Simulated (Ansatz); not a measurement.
**Cl3H2Sn with multiplicity 2: two geometries relaxed**

Aim: relax the geometries before and after the reaction (atom abstraction by a radical), and see whether they are two minima and how far apart in energy. Meant to form: Cl2–Cl6; to break: Sn1–Cl2. The start is a guess near the saddle point, from which both ends are pulled out.

Method: UKS PBE/def2-SVP, in Ansatz 0.2.0.

## 1. Starting point

Bond lengths: Sn1–Cl2 2.660 Å, Sn1–H3 1.740 Å, Sn1–Cl4 2.408 Å, Sn1–H5 1.739 Å, Cl2–Cl6 2.340 Å. Angles: Sn1–Cl2–Cl6 180.0°, Cl2–Sn1–H3 109.4°, Cl2–Sn1–Cl4 109.5°, Cl2–Sn1–H5 109.5°, H3–Sn1–Cl4 109.5°, H3–Sn1–H5 109.5°, Cl4–Sn1–H5 109.5°.

As a file:

```xyz
6

Sn    0.0000    0.0000    0.0000
Cl    0.0000    0.0000    2.6600
H     1.6408    0.0000   -0.5794
Cl   -1.1351    1.9666   -0.8025
H    -0.8195   -1.4198   -0.5794
Cl    0.0000    0.0000    5.0000
```

## 2. A restrained relaxation towards end A

Springs on the bonds that form and break draw the guess towards this end; the thresholds are loose.

The input, input.yaml:

```yaml
crystal:
  periodic: [false, false, false]
  atoms:
    - { symbol: Sn, position_ang: [0.0, 0.0, 0.0] }
    - { symbol: Cl, position_ang: [0.0, 0.0, 2.66] }
    - { symbol: H, position_ang: [1.6408, 0.0, -0.5794] }
    - { symbol: Cl, position_ang: [-1.1351, 1.9666, -0.8025] }
    - { symbol: H, position_ang: [-0.8195, -1.4198, -0.5794] }
    - { symbol: Cl, position_ang: [0.0, 0.0, 5.0] }
magnetization:
  spin_polarized: true
  initial_magnetization: 1
basis:
  gaussian: { orbitals: def2-SVP }
hamiltonian:
  xc: pbe
relax:
  f_tol: 0.15
  max_steps: 25
  restrain:
    - { distance: [1, 5], at: 3.24, k: 30.0 }
    - { distance: [0, 1], at: 2.41, k: 30.0 }
```

Command:

```bash
$ ansatz run input.yaml --threads 2 --pin off --max-ram 3072MiB --backend cpu --events-out ev --progress --plain --runs-dir out
```

Standard output, cut to the lines that bear on the results:

```text
Warning: RAYON_NUM_THREADS=2 ignored (pool sized by the plan → 2); use --threads N
[...]
Functional definition: PBE
[...]
992 factors; their error is unknown
[...]
mean field -43404.22039933 eV, -1595.0756792379 hartree, gradient 1.4e-5 eV, S^2 0.753006; 6 other end points of the search recorded, 0 dependent functions left out
[...]
reference -43404.22043932 eV, -1595.0756807076 hartree; 38, 37 occupied and 52, 53 virtual orbitals, 992 factors
relax step   1: F+E_penalty+E_count = -43404.22039933 eV  Δ(F+E_penalty+E_count) = +0.000e0 eV  max|allowed force component| = 1.758e0 eV/Å  E_restraint = 13.08750000 eV  max|allowed force component, restraints' pulls added| = 3.626e1 eV/Å  Δτ_max = 0.0000 Å  (113 SCF iters, accepted)
[...]
relax step   4: F+E_penalty+E_count = -43404.54150767 eV  Δ(F+E_penalty+E_count) = +2.498e-2 eV  max|allowed force component| = 2.807e-1 eV/Å  E_restraint = 0.00136515 eV  max|allowed force component, restraints' pulls added| = 2.807e-1 eV/Å  Δτ_max = 0.1721 Å  (51 SCF iters, accepted)
[...]
relax step   5: F+E_penalty+E_count = -43404.56237674 eV  Δ(F+E_penalty+E_count) = -2.087e-2 eV  max|allowed force component| = 3.091e-1 eV/Å  E_restraint = 0.00177045 eV  max|allowed force component, restraints' pulls added| = 4.777e-2 eV/Å  Δτ_max = 0.0816 Å  (88 SCF iters, accepted)
  distance Cl 1 - Cl 5 = 3.2347 Å
  distance Sn 0 - Cl 1 = 2.4005 Å
992 factors; their error is unknown
[...]
mean field -43404.56237674 eV, -1595.0882466763 hartree, gradient 8.9e-8 eV, S^2 0.751407; 9 other end points of the search recorded, 0 dependent functions left out
[...]
reference -43404.56241809 eV, -1595.0882481956 hartree; 38, 37 occupied and 52, 53 virtual orbitals, 992 factors
Total energy: -43404.56241809 eV, -1595.0882481956 hartree
Atom 0 at     0.013005    -0.021922    -0.100928 Å, force     0.021463    -0.037062     0.309076 eV/Å
Atom 1 at    -0.017603     0.030056     2.298831 Å, force    -0.021931     0.037754    -0.149925 eV/Å
Atom 2 at     1.662338     0.083245    -0.563461 Å, force     0.038884     0.022924    -0.016768 eV/Å
Atom 3 at    -1.097172     1.901413    -0.903965 Å, force    -0.000482     0.000616     0.030849 eV/Å
Atom 4 at    -0.902505    -1.397682    -0.564034 Å, force    -0.039298    -0.021971    -0.016748 eV/Å
Atom 5 at     0.028137    -0.048312     5.532257 Å, force     0.001363    -0.002260    -0.156484 eV/Å
Dipole moment:     0.199253    -0.345027    -0.609159 e Å
```

Wall time 18 s (2 threads of Intel Xeon 6975P-C (Granite Rapids), shared host); peak memory 0.22 GiB.

Relaxation path:

```tsv
step	energy from step 1 (eV)	largest force component (eV/Å)
1	0.0000	1.7578
2	-0.3173	0.6768
3	-0.3461	0.4152
4	-0.3211	0.2807
5	-0.3420	0.3091
```

Step 1 is the start. Energies and forces in the table leave out the springs, which the log lists apart; the run stops on the force with the springs' pull added.

After: Bond lengths: Sn1–Cl2 2.401 Å, Sn1–H3 1.716 Å, Sn1–Cl4 2.361 Å, Sn1–H5 1.716 Å. Angles: Cl2–Sn1–H3 106.3°, Cl2–Sn1–Cl4 108.4°, Cl2–Sn1–H5 106.3°, H3–Sn1–Cl4 108.1°, H3–Sn1–H5 119.3°, Cl4–Sn1–H5 108.1°.

Pairs that crossed the distance rule for bonds on the way: moved apart Cl2–Cl6.

## 3. Relaxing end A

It starts where the restrained run ended.

The input, input.yaml:

```yaml
crystal:
  periodic: [false, false, false]
  atoms:
    - { symbol: Sn, position_ang: [0.013005, -0.021922, -0.100928] }
    - { symbol: Cl, position_ang: [-0.017603, 0.030056, 2.298831] }
    - { symbol: H, position_ang: [1.662338, 0.083245, -0.563461] }
    - { symbol: Cl, position_ang: [-1.097172, 1.901413, -0.903965] }
    - { symbol: H, position_ang: [-0.902505, -1.397682, -0.564034] }
    - { symbol: Cl, position_ang: [0.028137, -0.048312, 5.532257] }
magnetization:
  spin_polarized: true
  initial_magnetization: 1
basis:
  gaussian: { orbitals: def2-SVP }
hamiltonian:
  xc: pbe
relax:
  f_tol: 0.03
  max_steps: 50
output:
  orbitals: {}
```

Command:

```bash
$ ansatz run input.yaml --threads 2 --pin off --max-ram 3072MiB --backend cpu --events-out ev --progress --plain --runs-dir out
```

Standard output, cut to the lines that bear on the results:

```text
Warning: RAYON_NUM_THREADS=2 ignored (pool sized by the plan → 2); use --threads N
[...]
[... 1 set-up line as earlier in the session ...]
[...]
992 factors; their error is unknown
[...]
mean field -43404.56235843 eV, -1595.0882460031 hartree, gradient 9.8e-8 eV, S^2 0.751407; 8 other end points of the search recorded, 0 dependent functions left out
[...]
reference -43404.56239980 eV, -1595.0882475237 hartree; 38, 37 occupied and 52, 53 virtual orbitals, 992 factors
relax step   1: F+E_penalty+E_count = -43404.56235843 eV  Δ(F+E_penalty+E_count) = +0.000e0 eV  max|allowed force component| = 3.090e-1 eV/Å  Δτ_max = 0.0000 Å  (279 SCF iters, accepted)
[...]
relax step   4: F+E_penalty+E_count = -43404.62514873 eV  Δ(F+E_penalty+E_count) = -3.749e-2 eV  max|allowed force component| = 1.314e-1 eV/Å  Δτ_max = 0.1915 Å  (58 SCF iters, accepted)
[...]
relax step   7: F+E_penalty+E_count = -43404.72637881 eV  Δ(F+E_penalty+E_count) = -3.911e-2 eV  max|allowed force component| = 1.959e-1 eV/Å  Δτ_max = 0.1957 Å  (41 SCF iters, accepted)
[...]
relax step  10: F+E_penalty+E_count = -43404.83710387 eV  Δ(F+E_penalty+E_count) = -3.781e-2 eV  max|allowed force component| = 9.608e-2 eV/Å  Δτ_max = 0.1953 Å  (33 SCF iters, accepted)
[...]
relax step  12: F+E_penalty+E_count = -43404.91546564 eV  Δ(F+E_penalty+E_count) = -4.212e-2 eV  max|allowed force component| = 1.590e-1 eV/Å  Δτ_max = 0.2000 Å  (32 SCF iters, accepted)
[...]
relax step  13: F+E_penalty+E_count = -43404.96319076 eV  Δ(F+E_penalty+E_count) = -4.773e-2 eV  max|allowed force component| = 2.217e-1 eV/Å  Δτ_max = 0.1951 Å  (32 SCF iters, accepted)
```

## 4. More of the same log: end point A relaxed

Output, continued, cut to the lines that bear on the results:

```text
[...]
992 factors; their error is unknown
mean field -43405.01773462 eV, -1595.1049807697 hartree, gradient 8.0e-6 eV, S^2 0.751368; 0 other end points of the search recorded, 0 dependent functions left out
[...]
reference -43405.01777165 eV, -1595.1049821303 hartree; 38, 37 occupied and 52, 53 virtual orbitals, 992 factors
relax step  14: F+E_penalty+E_count = -43405.01773462 eV  Δ(F+E_penalty+E_count) = -5.454e-2 eV  max|allowed force component| = 2.698e-1 eV/Å  Δτ_max = 0.1951 Å  (32 SCF iters, accepted)
[...]
relax step  20: F+E_penalty+E_count = -43405.19775394 eV  Δ(F+E_penalty+E_count) = -1.058e-4 eV  max|allowed force component| = 1.006e-1 eV/Å  Δτ_max = 0.0278 Å  (29 SCF iters, accepted)
[...]
relax step  21: F+E_penalty+E_count = -43405.19872939 eV  Δ(F+E_penalty+E_count) = -9.755e-4 eV  max|allowed force component| = 5.575e-3 eV/Å  Δτ_max = 0.0115 Å  (29 SCF iters, accepted)
992 factors; their error is unknown
[...]
mean field -43405.19872939 eV, -1595.1116322048 hartree, gradient 5.0e-5 eV, S^2 0.751499; 5 other end points of the search recorded, 0 dependent functions left out
[...]
reference -43405.19876548 eV, -1595.1116335308 hartree; 38, 37 occupied and 52, 53 virtual orbitals, 992 factors
Total energy: -43405.19876548 eV, -1595.1116335308 hartree
Atom 0 at     0.006037    -0.008545     0.520366 Å, force    -0.000682     0.001001     0.000021 eV/Å
Atom 1 at    -0.770467     1.326402     2.453716 Å, force     0.002535    -0.004370    -0.005575 eV/Å
Atom 2 at     1.705076     0.124486     0.371804 Å, force     0.001731     0.000580     0.003027 eV/Å
Atom 3 at    -0.832726     1.441811    -1.179955 Å, force    -0.001383     0.002456     0.001008 eV/Å
Atom 4 at    -0.953241    -1.416806     0.368352 Å, force    -0.001295    -0.001189     0.003116 eV/Å
Atom 5 at     0.531521    -0.920552     3.164416 Å, force    -0.000905     0.001521    -0.001596 eV/Å
Dipole moment:     0.170006    -0.292936    -0.126869 e Å
```

Run time: 38 s. Hardware: 2 threads of Intel Xeon 6975P-C (Granite Rapids), shared host; peak memory 0.23 GiB.

Relaxation path:

```tsv
step	energy from step 1 (eV)	largest force component (eV/Å)
1	0.0000	0.3090
2	-0.0090	0.2531
3	-0.0253	0.2669
4	-0.0628	0.1314
5	-0.0722	0.1993
6	-0.1249	0.0876
7	-0.1640	0.1959
8	-0.2014	0.2734
9	-0.2369	0.2161
10	-0.2747	0.0961
11	-0.3110	0.1226
12	-0.3531	0.1590
13	-0.4008	0.2217
14	-0.4554	0.2698
15	-0.5185	0.2971
16	-0.5679	0.2494
17	-0.6253	0.1552
18x	-0.5982	0.4928
19	-0.6353	0.0702
20	-0.6354	0.1006
21	-0.6364	0.0056
```

Step 1 is the start. 1 step was tried and not accepted (18; marked x where the table lists them).

After: Bond lengths: Sn1–Cl2 2.474 Å, Sn1–H3 1.711 Å, Sn1–Cl4 2.387 Å, Sn1–H5 1.711 Å, Sn1–Cl6 2.846 Å. Angles: Cl2–Sn1–H3 109.7°, Cl2–Sn1–Cl4 96.8°, Cl2–Sn1–H5 109.7°, Cl2–Sn1–Cl6 60.3°, H3–Sn1–Cl4 103.9°, H3–Sn1–H5 127.8°, H3–Sn1–Cl6 85.5°, Cl4–Sn1–H5 103.9°, Cl4–Sn1–Cl6 157.1°, H5–Sn1–Cl6 85.5°.

Pairs that crossed the distance rule for bonds on the way: came closer Sn1–Cl6.

## 5. A restrained relaxation towards end B

Springs on the bonds that form and break draw the guess towards this end; the thresholds are loose.

The input, input.yaml:

```yaml
crystal:
  periodic: [false, false, false]
  atoms:
    - { symbol: Sn, position_ang: [0.0, 0.0, 0.0] }
    - { symbol: Cl, position_ang: [0.0, 0.0, 2.66] }
    - { symbol: H, position_ang: [1.6408, 0.0, -0.5794] }
    - { symbol: Cl, position_ang: [-1.1351, 1.9666, -0.8025] }
    - { symbol: H, position_ang: [-0.8195, -1.4198, -0.5794] }
    - { symbol: Cl, position_ang: [0.0, 0.0, 5.0] }
magnetization:
  spin_polarized: true
  initial_magnetization: 1
basis:
  gaussian: { orbitals: def2-SVP }
hamiltonian:
  xc: pbe
relax:
  f_tol: 0.15
  max_steps: 25
  restrain:
    - { distance: [1, 5], at: 2.04, k: 30.0 }
    - { distance: [0, 1], at: 3.61, k: 30.0 }
output:
  orbitals: {}
```

Command:

```bash
$ ansatz run input.yaml --threads 2 --pin off --max-ram 3072MiB --backend cpu --events-out ev --progress --plain --runs-dir out
```

Standard output, cut to the lines that bear on the results:

```text
Warning: RAYON_NUM_THREADS=2 ignored (pool sized by the plan → 2); use --threads N
[...]
[... 1 set-up line as earlier in the session ...]
[...]
992 factors; their error is unknown
[...]
mean field -43404.22039933 eV, -1595.0756792379 hartree, gradient 1.4e-5 eV, S^2 0.753006; 6 other end points of the search recorded, 0 dependent functions left out
[...]
reference -43404.22043932 eV, -1595.0756807076 hartree; 38, 37 occupied and 52, 53 virtual orbitals, 992 factors
relax step   1: F+E_penalty+E_count = -43404.22039933 eV  Δ(F+E_penalty+E_count) = +0.000e0 eV  max|allowed force component| = 1.758e0 eV/Å  E_restraint = 14.88750000 eV  max|allowed force component, restraints' pulls added| = 3.574e1 eV/Å  Δτ_max = 0.0000 Å  (113 SCF iters, accepted)
[...]
  distance Cl 1 - Cl 5 = 2.0636 Å
  distance Sn 0 - Cl 1 = 3.5986 Å
992 factors; their error is unknown
mean field -43403.40217653 eV, -1595.0456101050 hartree, gradient 5.5e-5 eV, S^2 0.751390; 1 other end points of the search recorded, 0 dependent functions left out
[...]
reference -43403.40221760 eV, -1595.0456116140 hartree; 38, 37 occupied and 52, 53 virtual orbitals, 992 factors
Total energy: -43403.40221760 eV, -1595.0456116140 hartree
Atom 0 at     0.027078    -0.045981    -0.263784 Å, force    -0.019457     0.033507     0.369705 eV/Å
Atom 1 at    -0.013299     0.022720     3.333940 Å, force    -0.003767     0.006653    -1.054927 eV/Å
Atom 2 at     1.654790     0.063119    -0.884456 Å, force     0.007957    -0.001602    -0.006978 eV/Å
Atom 3 at    -1.104700     1.914326    -0.999904 Å, force     0.008280    -0.014334    -0.009019 eV/Å
Atom 4 at    -0.881291    -1.401072    -0.884412 Å, force    -0.002588    -0.007699    -0.007033 eV/Å
Atom 5 at     0.003623    -0.006311     5.397315 Å, force     0.009574    -0.016524     0.708253 eV/Å
Dipole moment:     0.202306    -0.350271    -0.292995 e Å
```

Run time: 8.7 s. Hardware: 2 threads of Intel Xeon 6975P-C (Granite Rapids), shared host; peak memory 0.17 GiB.

Step by step:

```tsv
step	energy from step 1 (eV)	largest force component (eV/Å)
1	0.0000	1.7578
2	0.5496	1.8260
3	1.0689	2.3628
4	0.9122	1.3674
5	0.8273	0.9466
6	0.8182	1.0549
```

Step 1 is the start. Energies and forces in the table leave out the springs, which the log lists apart; the run stops on the force with the springs' pull added.

After: Bond lengths: Sn1–H3 1.745 Å, Sn1–Cl4 2.380 Å, Sn1–H5 1.745 Å, Cl2–Cl6 2.064 Å. Angles: H3–Sn1–Cl4 106.4°, H3–Sn1–H5 114.0°, Cl4–Sn1–H5 106.4°.

Pairs that crossed the distance rule for bonds on the way: moved apart Sn1–Cl2.

## 6. End point B

It starts where the restrained run ended.

The input, input.yaml:

```yaml
crystal:
  periodic: [false, false, false]
  atoms:
    - { symbol: Sn, position_ang: [0.027078, -0.045981, -0.263784] }
    - { symbol: Cl, position_ang: [-0.013299, 0.02272, 3.33394] }
    - { symbol: H, position_ang: [1.65479, 0.063119, -0.884456] }
    - { symbol: Cl, position_ang: [-1.1047, 1.914326, -0.999904] }
    - { symbol: H, position_ang: [-0.881291, -1.401072, -0.884412] }
    - { symbol: Cl, position_ang: [0.003623, -0.006311, 5.397315] }
magnetization:
  spin_polarized: true
  initial_magnetization: 1
basis:
  gaussian: { orbitals: def2-SVP }
hamiltonian:
  xc: pbe
relax:
  f_tol: 0.03
  max_steps: 50
output:
  orbitals: {}
```

Command:

```bash
$ ansatz run input.yaml --threads 2 --pin off --max-ram 3072MiB --backend cpu --events-out ev --progress --plain --runs-dir out
```

Standard output, cut to the lines that bear on the results:

```text
Warning: RAYON_NUM_THREADS=2 ignored (pool sized by the plan → 2); use --threads N
[...]
[... 1 set-up line as earlier in the session ...]
[...]
992 factors; their error is unknown
[...]
mean field -43403.40218461 eV, -1595.0456104016 hartree, gradient 3.9e-5 eV, S^2 0.751390; 0 other end points of the search recorded, 0 dependent functions left out
[...]
reference -43403.40222584 eV, -1595.0456119170 hartree; 38, 37 occupied and 52, 53 virtual orbitals, 992 factors
relax step   1: F+E_penalty+E_count = -43403.40218461 eV  Δ(F+E_penalty+E_count) = +0.000e0 eV  max|allowed force component| = 1.055e0 eV/Å  Δτ_max = 0.0000 Å  (32 SCF iters, accepted)
[...]
relax step   4: F+E_penalty+E_count = -43404.04549851 eV  Δ(F+E_penalty+E_count) = -2.782e-1 eV  max|allowed force component| = 2.009e0 eV/Å  Δτ_max = 0.1945 Å  (33 SCF iters, accepted)
[...]
relax step   7: F+E_penalty+E_count = -43404.62752075 eV  Δ(F+E_penalty+E_count) = -2.678e-2 eV  max|allowed force component| = 2.277e-1 eV/Å  Δτ_max = 0.0904 Å  (38 SCF iters, accepted)
[...]
relax step  10: F+E_penalty+E_count = -43404.73140434 eV  Δ(F+E_penalty+E_count) = -4.721e-2 eV  max|allowed force component| = 1.873e-1 eV/Å  Δτ_max = 0.2000 Å  (41 SCF iters, accepted)
[...]
relax step  13: F+E_penalty+E_count = -43404.84347480 eV  Δ(F+E_penalty+E_count) = -3.653e-2 eV  max|allowed force component| = 1.278e-1 eV/Å  Δτ_max = 0.1951 Å  (33 SCF iters, accepted)
[...]
relax step  14: F+E_penalty+E_count = -43404.88117650 eV  Δ(F+E_penalty+E_count) = -3.770e-2 eV  max|allowed force component| = 1.415e-1 eV/Å  Δτ_max = 0.1950 Å  (33 SCF iters, accepted)
[...]
992 factors; their error is unknown
mean field -43404.92325807 eV, -1595.1015088205 hartree, gradient 9.9e-6 eV, S^2 0.751269; 0 other end points of the search recorded, 0 dependent functions left out
[...]
reference -43404.92329545 eV, -1595.1015101940 hartree; 38, 37 occupied and 52, 53 virtual orbitals, 992 factors
```

## 7. The log goes on: end point B relaxed

Output, continued, cut to the lines that bear on the results:

```text
relax step  15: F+E_penalty+E_count = -43404.92325807 eV  Δ(F+E_penalty+E_count) = -4.208e-2 eV  max|allowed force component| = 1.765e-1 eV/Å  Δτ_max = 0.1950 Å  (33 SCF iters, accepted)
[...]
relax step  17: F+E_penalty+E_count = -43405.02860444 eV  Δ(F+E_penalty+E_count) = -5.638e-2 eV  max|allowed force component| = 2.450e-1 eV/Å  Δτ_max = 0.1903 Å  (32 SCF iters, accepted)
[...]
relax step  19: F+E_penalty+E_count = -43405.14765568 eV  Δ(F+E_penalty+E_count) = -5.340e-2 eV  max|allowed force component| = 2.273e-1 eV/Å  Δτ_max = 0.1933 Å  (31 SCF iters, accepted)
[...]
relax step  21: F+E_penalty+E_count = -43405.17175547 eV  Δ(F+E_penalty+E_count) = +1.275e-2 eV  max|allowed force component| = 3.231e-1 eV/Å  Δτ_max = 0.1163 Å  (32 SCF iters, rejected (line search))
[...]
992 factors; their error is unknown
[...]
mean field -43405.19873679 eV, -1595.1116324765 hartree, gradient 5.1e-5 eV, S^2 0.751498; 5 other end points of the search recorded, 0 dependent functions left out
[...]
reference -43405.19877235 eV, -1595.1116337835 hartree; 38, 37 occupied and 52, 53 virtual orbitals, 992 factors
Total energy: -43405.19877235 eV, -1595.1116337835 hartree
Atom 0 at     0.006817    -0.009888     0.520454 Å, force    -0.002669     0.004714    -0.002647 eV/Å
Atom 1 at    -0.773155     1.330990     2.448631 Å, force    -0.000779     0.001433    -0.009398 eV/Å
Atom 2 at     1.706432     0.122000     0.376392 Å, force     0.000056     0.001853     0.000358 eV/Å
Atom 3 at    -0.828263     1.434823    -1.187415 Å, force     0.002063    -0.003736     0.007777 eV/Å
Atom 4 at    -0.952005    -1.419047     0.372886 Å, force    -0.001641     0.000922     0.000272 eV/Å
Atom 5 at     0.526376    -0.912077     3.167751 Å, force     0.002971    -0.005186     0.003639 eV/Å
Dipole moment:     0.170138    -0.293273    -0.125465 e Å
```

Wall time 32 s (2 threads of Intel Xeon 6975P-C (Granite Rapids), shared host); peak memory 0.22 GiB.

The steps of the relaxation:

```tsv
step	energy from step 1 (eV)	largest force component (eV/Å)
1	0.0000	1.0549
2	-0.1583	1.0985
3	-0.3651	1.5215
4	-0.6433	2.0089
5	-0.9262	1.7639
6	-1.1986	0.6892
7	-1.2253	0.2277
8	-1.2516	0.1613
9	-1.2820	0.1685
10	-1.3292	0.1873
11	-1.3669	0.1351
12	-1.4048	0.1078
13	-1.4413	0.1278
14	-1.4790	0.1415
15	-1.5211	0.1765
16	-1.5700	0.2130
17	-1.6264	0.2450
18	-1.6921	0.2651
19	-1.7455	0.2273
20	-1.7823	0.3517
21x	-1.7696	0.3231
22	-1.7947	0.1029
23	-1.7954	0.0986
24	-1.7966	0.0094
```

Step 1 is the start. 1 step was tried and not accepted (21; marked x where the table lists them).

After: Bond lengths: Sn1–Cl2 2.475 Å, Sn1–H3 1.711 Å, Sn1–Cl4 2.388 Å, Sn1–H5 1.711 Å, Sn1–Cl6 2.845 Å. Angles: Cl2–Sn1–H3 109.7°, Cl2–Sn1–Cl4 96.8°, Cl2–Sn1–H5 109.7°, Cl2–Sn1–Cl6 60.3°, H3–Sn1–Cl4 103.9°, H3–Sn1–H5 127.8°, H3–Sn1–Cl6 85.5°, Cl4–Sn1–H5 103.9°, Cl4–Sn1–Cl6 157.1°, H5–Sn1–Cl6 85.5°.

Pairs that crossed the distance rule for bonds on the way: came closer Sn1–Cl2, Sn1–Cl6; moved apart Cl2–Cl6.

## 8. Results

```
                           quantity                     value
                              end A  19 moves, 0.636 eV lower
                              end B  22 moves, 1.797 eV lower
largest difference between the ends                    0.00 Å
            end B relative to end A                 -0.000 eV
```

**Reading.** Both starts fell into the same minimum (no atom differs by more than 0.00 Å), so from this start no second minimum was found and no band was run; another arrangement could still be one.
